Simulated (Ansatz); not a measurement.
# CH4AlGa: basis-set convergence

The task here is to estimate one member of a computed series from the others.

Method: one geometry, several basis sets; program: Ansatz 0.2.0, Gaussian basis.

Levels to be run: PBE0-D4/def2-SVP; ωB97M-V/def2-SVP; PBE0-D4/def2-QZVPP; ωB97M-V/def2-QZVPP; the functionals' def2-TZVPP values are taken from earlier runs.

## The geometry

All runs share one geometry, relaxed beforehand with PBE0-D4 in a triple-zeta def2 set.

SMILES `[CH2]1[AlH][GaH]1`, 7 atoms, charge 0, spin multiplicity 1.

Atoms are counted from 1 here; the program's logs count them from 0.

Bond lengths: C1–Al2 1.907 Å, C1–Ga3 2.094 Å, C1–H4 1.113 Å, C1–H5 1.091 Å, Al2–Ga3 2.394 Å, Al2–H6 1.587 Å, Ga3–H7 1.574 Å. Angles: Al2–C1–Ga3 73.3°, Al2–C1–H4 110.5°, Al2–C1–H5 133.7°, Ga3–C1–H4 83.9°, Ga3–C1–H5 136.8°, H4–C1–H5 107.5°, C1–Al2–Ga3 56.9°, C1–Al2–H6 138.9°, Ga3–Al2–H6 149.6°, C1–Ga3–Al2 49.7°, C1–Ga3–H7 125.4°, Al2–Ga3–H7 175.1°.

Set-up of the first run:

The input, in.yaml:

```yaml
crystal:
  periodic: [false, false, false]
  atoms:
    - {symbol: C, position_ang: [-0.596802, 0.160713, -0.541658]}
    - {symbol: Al, position_ang: [-0.161535, 0.754722, 1.217545]}
    - {symbol: Ga, position_ang: [1.131754, -0.873157, 0.030713]}
    - {symbol: H, position_ang: [-1.068482, -0.846889, -0.508041]}
    - {symbol: H, position_ang: [-0.962228, 0.663169, -1.438065]}
    - {symbol: H, position_ang: [-0.229385, 2.083641, 2.082913]}
    - {symbol: H, position_ang: [1.886679, -1.942179, -0.843406]}
basis:
  gaussian: {orbitals: def2-SVP}
hamiltonian: {xc: pbe0, dispersion: d4}
output: {orbitals: {seedname: orbitals}}
```

Started as:

```
ansatz run in.yaml --threads 2 --pin off --events-out ev --progress --plain --max-ram 4352MiB
```

Among the steps run: PBE0-D4 in def2-SVP; ωB97M-V in def2-SVP; PBE0-D4 in def2-QZVPP; ωB97M-V in def2-QZVPP.

One table of the session follows, with a row left open; its other results are not shown here.

It belongs to the step «Functionals by basis». 

| functional | basis | HOMO (eV) | LUMO (eV) |
| --- | --- | --- | --- |
| PBE0-D4 | def2-SVP | -5.76 | -2.13 |
| PBE0-D4 | def2-TZVPP | -5.77 | -2.16 |
| PBE0-D4 | def2-QZVPP | -5.78 | -2.17 |
| ωB97M-V | def2-SVP | ? | ? |
| ωB97M-V | def2-TZVPP | -7.67 | -0.41 |
| ωB97M-V | def2-QZVPP | -7.68 | -0.50 |

Q: Estimate the row for ωB97M-V, def2-SVP from the others.

**Answer.** HOMO (eV): -7.63; LUMO (eV): -0.34. In the column «HOMO (eV)» it lies between ωB97M-V, def2-TZVPP (-7.67) and PBE0-D4, def2-QZVPP (-5.78).
